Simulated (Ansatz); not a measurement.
**Sc6TeO12: properties at the relaxed cell**

The task, for Sc6TeO12: relax it again with other functionals.

Program: Ansatz 0.2.0. Level of theory: DFT PBE, scalar-relativistic, plane waves, PAW. These are calculated values, not measurements.

### 1 The structure to begin with

The structure is trigonal, space group R-3 (No. 148). The conventional cell has a = 9.327 Å, b = 9.327 Å, c = 8.807 Å, α = 90.00°, β = 90.00°, γ = 120.00°. Around Sc (site symmetry 1) lie 6 O at 2.05 to 2.23 Å. Te (site symmetry -3) is surrounded by 6 O at 1.95 Å. O (site symmetry 1) has 1 Te at 1.95 Å and 2 Sc at 2.20 to 2.23 Å as nearest neighbours. O (site symmetry 1) is surrounded by 4 Sc at 2.05 to 2.16 Å.

Coordinates:

```cif
data_structure
_symmetry_space_group_name_H-M 'R-3:H'
_symmetry_Int_Tables_number 148
_cell_length_a 9.3272
_cell_length_b 9.3272
_cell_length_c 8.8072
_cell_angle_alpha 90.000
_cell_angle_beta 90.000
_cell_angle_gamma 120.000
_cell_volume 663.55
loop_
_atom_site_label
_atom_site_type_symbol
_atom_site_symmetry_multiplicity
_atom_site_Wyckoff_symbol
_atom_site_fract_x
_atom_site_fract_y
_atom_site_fract_z
_atom_site_occupancy
Sc1 Sc 18 f 0.75195 0.96686 0.63924 1
Te1 Te 3 a 0.00000 0.00000 0.00000 1
O1 O 18 f 0.49524 0.85496 0.54814 1
O2 O 18 f 0.78223 0.97527 0.39575 1
```

This cell was relaxed beforehand with the same method: volume 11.64 Å³/atom, gap on the mesh 3.35 eV.

### 2 The cell under PBEsol

input.yaml reads:

```yaml
crystal:
  lattice:
    - [4.6636161354, 2.6925400329, 2.9357496921]
    - [-4.6636161354, 2.6925400329, 2.9357496921]
    - [0.0, -5.3850800607, 2.9357496967]
  atoms:
    - { symbol: Sc, position: [0.3911824515, 0.854147431, 0.6723756885] }
    - { symbol: Sc, position: [0.3276243115, 0.6088175485, 0.145852569] }
    - { symbol: Sc, position: [0.145852569, 0.3276243115, 0.6088175485] }
    - { symbol: Sc, position: [0.854147431, 0.6723756885, 0.3911824515] }
    - { symbol: Sc, position: [0.6723756885, 0.3911824515, 0.854147431] }
    - { symbol: Sc, position: [0.6088175485, 0.145852569, 0.3276243115] }
    - { symbol: Te, position: [1.0, 0.0, 0.0] }
    - { symbol: O, position: [0.0433845271, 0.9078609489, 0.6931785694] }
    - { symbol: O, position: [0.3068214306, 0.9566154729, 0.0921390511] }
    - { symbol: O, position: [0.1779813983, 0.5887881834, 0.4204799098] }
    - { symbol: O, position: [0.5795200902, 0.8220186017, 0.4112118166] }
    - { symbol: O, position: [0.0921390511, 0.3068214306, 0.9566154729] }
    - { symbol: O, position: [0.4112118166, 0.5795200902, 0.8220186017] }
    - { symbol: O, position: [0.5887881834, 0.4204799098, 0.1779813983] }
    - { symbol: O, position: [0.9078609489, 0.6931785694, 0.0433845271] }
    - { symbol: O, position: [0.4204799098, 0.1779813983, 0.5887881834] }
    - { symbol: O, position: [0.8220186017, 0.4112118166, 0.5795200902] }
    - { symbol: O, position: [0.6931785694, 0.0433845271, 0.9078609489] }
    - { symbol: O, position: [0.9566154729, 0.0921390511, 0.3068214306] }
basis:
  ecutwfc: 420
kpoints:
  mp_grid: { grid: [6, 6, 6] }
hamiltonian:
  xc: pbesol
scf:
  occupations: { method: gaussian, width: 0.02 }
output:
  forces: true
  stress: true
  eigenvalues: true
relax:
  adjacent_minimum: "off"
  f_tol: 0.005
  max_steps: 50
  cell: { stress_tol: 0.05 }
```

Command:

```bash
> ansatz run input.yaml --threads 8 --pin off --max-ram 22528MiB --backend cpu --events-out ev --progress --plain --runs-dir out
```

### 3 The cell under PBE+D3(BJ)

Edit input.yaml of step 2 so:

```diff
@@ -30,3 +30,4 @@
 hamiltonian:
-  xc: pbesol
+  xc: pbe
+  dispersion: d3bj
 scf:
```

### 4 Relaxing with LDA

Edit input.yaml of step 3 so:

```diff
@@ -30,4 +30,3 @@
 hamiltonian:
-  xc: pbe
-  dispersion: d3bj
+  xc: lda
 scf:
```

### 5 Relaxing with r2SCAN

Edit input.yaml of step 4 so:

```diff
@@ -26,3 +26,3 @@
 basis:
-  ecutwfc: 420
+  ecutwfc: 500
 kpoints:
@@ -30,3 +30,3 @@
 hamiltonian:
-  xc: lda
+  xc: r2scan
 scf:
```

(Steps that only read results are left out.)

What does the calculation give?

As calculated:

The volumes rise in the order LDA, PBEsol, r2SCAN, PBE+D3(BJ), PBE, over 6.7 %. Spin-orbit coupling is left out, which matters for the bands of Te.
